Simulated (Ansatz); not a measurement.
# PtGe (Pnma): equation of state

The task here is to estimate one member of a computed series from the others.

Method: DFT PBE, scalar-relativistic, plane waves, PAW, in Ansatz 0.2.0.

## The structure to begin with

Symmetry: Pnma, No. 62, orthorhombic system. The conventional cell has a = 5.828 Å, b = 3.743 Å, c = 6.193 Å, α = 90.00°, β = 90.00°, γ = 90.00°. Ge (site symmetry m) has 6 Pt at 2.51 to 2.70 Å as nearest neighbours. Pt (site symmetry m) is surrounded by 6 Ge at 2.51 to 2.70 Å.

Coordinates:

```cif
data_structure
_symmetry_space_group_name_H-M 'Pnma'
_symmetry_Int_Tables_number 62
_cell_length_a 5.8283
_cell_length_b 3.7428
_cell_length_c 6.1929
_cell_angle_alpha 90.000
_cell_angle_beta 90.000
_cell_angle_gamma 90.000
_cell_volume 135.09
loop_
_atom_site_label
_atom_site_type_symbol
_atom_site_symmetry_multiplicity
_atom_site_Wyckoff_symbol
_atom_site_fract_x
_atom_site_fract_y
_atom_site_fract_z
_atom_site_occupancy
Ge1 Ge 4 c 0.18682 0.25000 0.58738 1
Pt1 Pt 4 c 0.99816 0.25000 0.19304 1
```

This cell comes from an earlier session at PBE: 16.886 Å³/atom at -0.01 GPa, on a 6×10×6 mesh.

Volume factors to run: 0.980, 1.020, 0.960, 1.040.

Set-up of the first run:

input.yaml

```yaml
crystal:
  lattice:
    - [5.7891749866, 0.0, 0.0]
    - [0.0, 3.7176444199, 0.0]
    - [0.0, 0.0, 6.1513452291]
  atoms:
    - { symbol: Ge, position: [0.1868245984, 0.25, 0.5873831798] }
    - { symbol: Ge, position: [0.3131754016, 0.75, 0.0873831798] }
    - { symbol: Ge, position: [0.6868245984, 0.25, 0.9126168202] }
    - { symbol: Ge, position: [0.8131754016, 0.75, 0.4126168202] }
    - { symbol: Pt, position: [0.9981643427, 0.25, 0.1930404089] }
    - { symbol: Pt, position: [0.5018356573, 0.75, 0.6930404089] }
    - { symbol: Pt, position: [0.4981643427, 0.25, 0.3069595911] }
    - { symbol: Pt, position: [0.0018356573, 0.75, 0.8069595911] }
basis:
  ecutwfc: 420
  ecutrho_ratio: 4
kpoints:
  mp_grid: { grid: [6, 10, 6] }
hamiltonian:
  xc: pbe
scf:
  occupations: { method: gaussian, width: 0.05 }
output:
  forces: true
  stress: true
  eigenvalues: true
relax:
  f_tol: 0.01
  max_steps: 40
  cell: { stress_tol: 0.1, fix: [volume] }
```

Started as:

```
$ ansatz run input.yaml --threads 4 --pin off --max-ram 10240MiB --backend cpu --events-out ev --progress --plain --runs-dir out
```

Among the steps run: Scaling the volume by 0.980; Volume × 1.020; Scaling the volume by 0.960; Volume × 1.040.

One table of the session follows, with a row left open; its other results are not shown here.

| volume (Å³/atom) | energy (meV/atom) | pressure (GPa) |
| --- | --- | --- |
| 16.211 | 12.95 | 6.43 |
| 16.549 | 3.12 | 3.00 |
| 16.886 | 0.00 | -0.01 |
| 17.224 | ? | ? |
| 17.562 | 10.98 | -4.98 |

Q: Estimate the row for volume (Å³/atom) = 17.224 from the others.

Worked estimate for «energy (meV/atom)». A straight line through the neighbours (16.886, 0.00) and (17.562, 10.98) gives 0.00 + (10.98 − 0.00) × (17.224 − 16.886) / (17.562 − 16.886) = 5.49; a parabola fitted to 3 rows on both sides gives 2.61.

**Answer.** energy (meV/atom): 2.87; pressure (GPa): -2.66. In «energy (meV/atom)» the line misses by +2.62 and the parabola by -0.26.

volume (Å³/atom), energy (meV/atom) and a bar:
```
    16.21       13.0 ##############################
    16.55        3.1 #######
    16.89        0.0 
    17.22        2.9 #######
    17.56       11.0 #########################
```

To keep in mind: Spin–orbit coupling is left out, though the cell holds Pt; in elements this heavy it can shift levels and gaps by tenths of an eV.
